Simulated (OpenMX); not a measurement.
AlIn:

```
Al In
1.0
     3.05413    0.00000    0.00000
    -1.52707    2.64496    0.00000
     0.00000    0.00000    5.82802
Al In
1 1
Direct
  0.00000 0.00000 0.00000
  0.00000 0.00000 0.50000
```

The cell was built by a generator and needn't be a form met in nature.

Base run:

- Program: OpenMX 3.8.5
- Functional: PBE
- Dispersion: D3(BJ)
- Potentials or basis: OpenMX 2013 PBE set, Al7.0-s2p2d1, In7.0-s3p2d2, grid cutoff 500 Ry
- k mesh: 7 × 7 × 5
- Occupations: fermi-dirac, width 0.05 eV
- Spin: no spin polarisation

Its results: band gap on the k mesh none (metal or under the smearing width); pressure -2.0 GPa.

Question: The run is repeated on the same cell with these changes: dispersion from D3(BJ) to D3. What comes out?

Answer: Band gap on the k mesh none (metal or under the smearing width); pressure -0.9 GPa.

Caveats: the basis of atomic orbitals isn't converged, which shifts pressures, moduli and gaps; pairwise dispersion overbinds metals, which lowers pressure and volume.
